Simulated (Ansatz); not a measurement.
**CH₃FOSe: one species, many methods**

Aim: compute CH₃FOSe with functionals from several rungs and with coupled cluster, and see how far each lands from CCSD(T) at the basis-set limit for the atomisation energy.

Program: Ansatz 0.2.0, Gaussian basis. Level of theory: functionals in def2-TZVPP, the program's frozen cores in correlated methods. These are calculated values, not measurements.

Levels to be run: LDA (SPW92), PBE-D4, revPBE-D4, BLYP-D4, r2SCAN-D4, B97M-V, PBE0-D4, B3LYP-D4, r2SCANh-D4, r2SCAN0-D4, HSE06-D4, BHLYP-D4, CAM-B3LYP-D4, LC-ωPBE, ωB97X-V, ωB97M-V, B2PLYP, PBE-QIDH; CCSD(T)/def2-SVP; CCSD(T)/def2-TZVPP; MP2/def2-QZVPP; extrapolation to the limit; RPA on PBE.

### Step 1. The geometry

All runs share one geometry, relaxed beforehand with PBE0-D4 in a triple-zeta def2 set.

SMILES `OC(F)[SeH]`, 7 atoms, charge 0, spin multiplicity 1.

Atoms are counted from 1 here; the program's logs count them from 0.

Bond lengths: O1–C2 1.357 Å, O1–H5 0.965 Å, C2–F3 1.369 Å, C2–Se4 1.981 Å, C2–H6 1.089 Å, Se4–H7 1.467 Å. Angles: C2–O1–H5 108.9°, O1–C2–F3 111.5°, O1–C2–Se4 110.2°, O1–C2–H6 108.1°, F3–C2–Se4 108.5°, F3–C2–H6 108.0°, Se4–C2–H6 110.4°, C2–Se4–H7 94.0°.

### Step 2. LDA

This LDA is Slater exchange with PW92 correlation.

in.yaml reads:

```yaml
crystal:
  periodic: [false, false, false]
  atoms:
    - {symbol: O, position_ang: [-0.154530, -0.620521, 1.346836]}
    - {symbol: C, position_ang: [-0.059159, 0.276156, 0.332286]}
    - {symbol: F, position_ang: [-1.285500, 0.553974, -0.209320]}
    - {symbol: Se, position_ang: [1.116050, -0.429237, -1.098018]}
    - {symbol: H, position_ang: [-0.433950, -1.471585, 0.987128]}
    - {symbol: H, position_ang: [0.348410, 1.201991, 0.735310]}
    - {symbol: H, position_ang: [0.529878, 0.421224, -2.139922]}
basis:
  gaussian: {orbitals: def2-TZVPP}
hamiltonian: {xc: lda}
output: {orbitals: {seedname: orbitals}}
```

On the command line:

```
$ ansatz run in.yaml --threads 2 --pin off --events-out ev --progress --plain --max-ram 4352MiB
```

The runs that follow: PBE-D4 (GGA); revPBE-D4 (GGA); BLYP-D4 (GGA); r2SCAN-D4 (meta-GGA); B97M-V (meta-GGA); PBE0-D4 (hybrid); B3LYP-D4 (hybrid); r2SCANh-D4 (hybrid); r2SCAN0-D4 (hybrid); HSE06-D4 (hybrid); BHLYP-D4 (hybrid); CAM-B3LYP-D4 (range-separated); LC-ωPBE (range-separated); ωB97X-V (range-separated); ωB97M-V (range-separated); B2PLYP (double hybrid); PBE-QIDH (double hybrid); CCSD(T) in def2-SVP; CCSD(T) in def2-TZVPP; MP2 in def2-QZVPP; RPA on PBE orbitals.

**Question.** What will the summary of the whole plan be? Wanted: atomisation energy, CCSD(T)/CBS; farthest beyond LDA; mean size of error, GGA; mean size of error, meta-GGA; mean size of error, hybrid; mean size of error, range-separated; mean size of error, double hybrid; gap, smallest and largest; T1 diagnostic.

As calculated:

| quantity | value |
| --- | --- |
| atomisation energy, CCSD(T)/CBS | 571.5 kcal/mol |
| functionals within 5.7 kcal/mol (1.0 %) | revPBE-D4, BLYP-D4, r2SCAN-D4, B97M-V, PBE0-D4, B3LYP-D4, HSE06-D4, CAM-B3LYP-D4, ωB97X-V, ωB97M-V |
| farthest beyond LDA | BHLYP-D4 (-34.1 kcal/mol) |
| mean size of error, GGA | 7.3 kcal/mol |
| mean size of error, meta-GGA | 2.6 kcal/mol |
| mean size of error, hybrid | 10.7 kcal/mol |
| mean size of error, range-separated | 2.5 kcal/mol |
| mean size of error, double hybrid | 9.9 kcal/mol |
| gap, smallest and largest | 4.54 eV (BLYP-D4), 11.76 eV (LC-ωPBE) |
| T1 diagnostic | 0.0109 |
| triples share of the correlation energy | 3.5 % |

**Reading.** LDA overbinds by 113.5 kcal/mol (20 %). PBE-D4 misses by +19.4 kcal/mol. Double hybrids carry the basis error of their MP2 part in triple zeta, and no dispersion term here, so their miss is partly the set-up's. The rungs range-separated, meta-GGA miss on average by less than the doubt on the reference (5.7 kcal/mol), so they tie. Misses under about 5.7 kcal/mol are within the doubt on the reference itself, which lacks core-valence correlation, relativity and higher excitations, and its outer-core shells are covered unevenly. All levels share the lack of spin-orbit coupling, which lowers the free heavy atoms and so the true binding. Hartree-Fock recovers 65 % of the binding; the rest is correlation. CCSD(T) in def2-SVP is off by -41.1 kcal/mol, more than most functionals: a good method in a small basis is no reference. The gap grows from 4.5 to 11.8 eV across the functionals, mostly with the share of exact exchange. Correlated methods include outer-core shells of Se, which these sets cover unevenly.
